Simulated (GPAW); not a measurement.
PmO:

```xyz
2
Lattice="0.0000 2.3857 2.3857 2.3857 0.0000 2.3857 2.3857 2.3857 0.0000" Properties=species:S:1:pos:R:3 pbc="T T T"
Pm    2.3857    2.3857    2.3857
O     0.0000    0.0000    0.0000
```

The cell comes from a database or a generator and needn't be the stable form of this composition.

Base run:

* Program: GPAW 26.7.0
* Functional: r2SCAN
* Potentials or basis: GPAW PAW data sets (gpaw-data 1.2.1)
* Cutoff: 800 eV
* Basis: pw
* k mesh: 7 × 7 × 7
* Occupations: gaussian, width 0.05 eV
* Spin: no spin polarisation
* Hubbard terms: Pm f U = 8 eV

Its results: band gap on the k mesh none (metal or under the smearing width); pressure 27.6 GPa.

Task: The run is repeated on the same cell with these changes: spin from no spin polarisation to collinear spin, zero start; hubbard terms from Pm f U = 8 eV to Pm f U = 4 eV. What comes out?

Result: Band gap on the k mesh none (metal or under the smearing width); pressure 20.8 GPa; net moment 0.00 μB per cell.

Several settings changed at once, so the effect can't be laid on one alone.

Caveats: one-centre terms of the f shell are cut off; the PAW data sets were made with another functional, which shifts forces and pressure a little; an odd number of electrons without spin polarisation forces a metal (some runs); a magnetic or distorted state may lie lower (some runs); U without spin polarisation on a metal has little footing (some runs); the magnetic or orbital state may not be the lowest (some runs); the run has no moments, though such compounds are often magnetic (some runs).

Not every run made on this cell is shown here.
